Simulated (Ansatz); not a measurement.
# Sc4InSb: the cost of one run

Program: Ansatz 0.2.0. Level of theory: DFT PBE, scalar-relativistic, plane waves, PAW. These are calculated values, not measurements.

## Step 1: The system as given

Symmetry: P4/mmm, No. 123, tetragonal system. The conventional cell has a = 4.641 Å, b = 4.641 Å, c = 6.578 Å, α = 90.00°, β = 90.00°, γ = 90.00°. Sc (site symmetry 2mm) has 2 In at 2.82 Å and 2 Sb at 2.87 Å and 6 Sc at 3.20 to 3.38 Å as nearest neighbours. In (site symmetry 4/mmm) has 8 Sc at 2.82 Å as nearest neighbours. Sb (site symmetry 4/mmm) has 8 Sc at 2.87 Å as nearest neighbours.

As a file:

```
Sc In Sb
1.0
     4.64119    0.00000    0.00000
     0.00000    4.64119    0.00000
     0.00000    0.00000    6.57774
Sc In Sb
4 1 1
Direct
  0.50000 0.00000 0.75658
  0.00000 0.50000 0.24342
  0.50000 0.00000 0.24342
  0.00000 0.50000 0.75658
  0.00000 0.00000 0.00000
  0.50000 0.50000 0.50000
```

The cell is invented: species swapped into a database cell of Na4SeS (P4/mmm, No. 123), with Sc on the Na sites, Sb on the Se sites and In on the S sites. Its size is a rough estimate.

## Step 2: The guess as it stands, on a coarse mesh

Contents of input.yaml:

```yaml
crystal:
  lattice:
    - [4.64118809, 0.0, 0.0]
    - [0.0, 4.64118809, 0.0]
    - [0.0, 0.0, 6.57773822]
  atoms:
    - { symbol: Sc, position: [0.5, 0.0, 0.75658] }
    - { symbol: Sc, position: [0.0, 0.5, 0.24342] }
    - { symbol: Sc, position: [0.5, 0.0, 0.24342] }
    - { symbol: Sc, position: [0.0, 0.5, 0.75658] }
    - { symbol: In, position: [0.0, 0.0, 0.0] }
    - { symbol: Sb, position: [0.5, 0.5, 0.5] }
basis:
  ecutwfc: 420
kpoints:
  mp_grid: { grid: [4, 4, 4] }
hamiltonian:
  xc: pbe
scf:
  occupations: { method: gaussian, width: 0.1 }
  lower_state_search: "off"
output:
  forces: true
  stress: true
  eigenvalues: true
```

Run with:

```console
$ ansatz run input.yaml --threads 1 --pin off --max-ram 2560MiB --backend cpu --events-out ev --progress --plain --runs-dir out
```

Q: Estimate wall time and peak memory on 1 thread of Arm Neoverse V1, shared host.

About 7.3 s, with a peak of 0.43 GiB.
